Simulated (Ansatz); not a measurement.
# B2W3: the cost of one run

Computed with Ansatz 0.2.0 (DFT PBE, scalar-relativistic, plane waves, PAW, unless a step's input says otherwise).

1 further run of the same task is left out (it didn't finish). Runs told in other sessions of the task aren't counted.

## Step 1: The starting structure

Symmetry: R-3m, No. 166, trigonal system. The conventional cell has a = 4.119 Å, b = 4.119 Å, c = 12.613 Å, α = 90.00°, β = 90.00°, γ = 120.00°. B (site symmetry 3m) is surrounded by 3 B at 2.52 Å and 5 W at 2.52 Å. W (site symmetry -3m) has 6 W at 2.52 Å and 2 B at 2.52 Å in its first shell of neighbours. W (site symmetry 3m) has 4 B at 2.52 Å and 4 W at 2.52 Å in its first shell of neighbours.

As a file:

```cif
data_structure
_symmetry_space_group_name_H-M 'P 1'
_symmetry_Int_Tables_number 1
_cell_length_a 4.8303
_cell_length_b 4.8303
_cell_length_c 4.8303
_cell_angle_alpha 50.479
_cell_angle_beta 50.479
_cell_angle_gamma 50.479
_cell_volume 61.78
loop_
_atom_site_label
_atom_site_type_symbol
_atom_site_fract_x
_atom_site_fract_y
_atom_site_fract_z
_atom_site_occupancy
B1 B 0.20000 0.20000 0.20000 1
B2 B 0.80000 0.80000 0.80000 1
W1 W 0.00000 0.00000 0.00000 1
W2 W 0.60000 0.60000 0.60000 1
W3 W 0.40000 0.40000 0.40000 1
```

A structure generator made this guess: ordered superstructure of bcc (R-3m, No. 166). The dimensions are guesses.

## Step 2: A first look at the guess

input.yaml reads:

```yaml
crystal:
  lattice:
    - [2.05966259, 1.18914675, 4.20426866]
    - [-2.05966259, 1.18914675, 4.20426866]
    - [0.0, -2.3782935, 4.20426866]
  atoms:
    - { symbol: B, position: [0.2, 0.2, 0.2] }
    - { symbol: B, position: [0.8, 0.8, 0.8] }
    - { symbol: W, position: [0.0, 0.0, 0.0] }
    - { symbol: W, position: [0.6, 0.6, 0.6] }
    - { symbol: W, position: [0.4, 0.4, 0.4] }
basis:
  ecutwfc: 420
kpoints:
  mp_grid: { grid: [6, 6, 6] }
hamiltonian:
  xc: pbe
scf:
  occupations: { method: gaussian, width: 0.1 }
  lower_state_search: "off"
output:
  forces: true
  stress: true
  eigenvalues: true
```

On the command line:

```bash
$ ansatz run input.yaml --threads 1 --pin off --max-ram 2560MiB --backend cpu --events-out ev --progress --plain --runs-dir out
```

What time and memory should one allow on 1 thread of AMD EPYC (Zen 3), shared host?

About 8.1 s, with a peak of 0.38 GiB.
